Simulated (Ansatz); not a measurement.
Crystal: AlNi3Sb.

```
CELL_PARAMETERS angstrom
4.11901 0.00000 0.00000
-2.05951 3.56717 0.00000
0.00000 0.00000 4.93846
ATOMIC_POSITIONS crystal
Sb 0.33333 0.66667 0.50000
Ni 0.66667 0.33333 0.50000
Ni 0.00000 0.00000 0.24426
Ni 0.00000 0.00000 0.75574
Al 0.66667 0.33333 0.00000
```

The cell comes from a database or a generator and needn't be the stable form of this composition.

```yaml
Program: Ansatz 0.2.0
Task: single point
Functional: PBE
Potentials_or_basis: Ansatz PAW
Cutoff: "420 eV (not typed: the program's choice for these potentials)"
k_mesh: 8 × 8 × 6
Occupations: fermi-dirac, width 0.05 eV
Spin: collinear spin, ferromagnetic start
Starting_moments: "[0.0, 1.0, 1.0, 1.0, 0.0] μB"
```

On this cell: pressure 1.5 GPa; largest force 0.075 eV/Å; net moment 0.00 μB per cell; band gap on the k mesh none (metal or under the smearing width).

The same run follows on a disturbed copy (atoms moved at random, drawn with an rms of 0.05 Å):

```
Sb Ni Al
1.0
     4.11901    0.00000    0.00000
    -2.05951    3.56717    0.00000
     0.00000    0.00000    4.93846
Sb Ni Al
1 3 1
Cartesian
  -0.0107 2.3195 2.4440
  2.0571 1.1647 2.4522
  0.0320 0.0128 1.2112
  -0.0190 -0.0050 3.7106
  2.1221 1.2035 -0.0352
```

Q: What does the disturbed cell give?

A: The energy (extrapolated to zero smearing) moves by +6.6 meV/atom; pressure 1.9 GPa; largest force 0.764 eV/Å; net moment 0.00 μB per cell; band gap on the k mesh none (metal or under the smearing width).

Forces on the atoms (eV/Å):
```
Sb   0.228  0.729  0.010
Ni  -0.089 -0.339 -0.047
Ni  -0.082 -0.202 -0.357
Ni   0.097 -0.126  0.223
Al  -0.154 -0.062  0.172
```

Stress tensor (GPa, compression positive):
```
2.94 0.21 0.22
0.21 1.08 0.13
0.22 0.13 1.57
```

Caveats: the starting moments weren't kept.
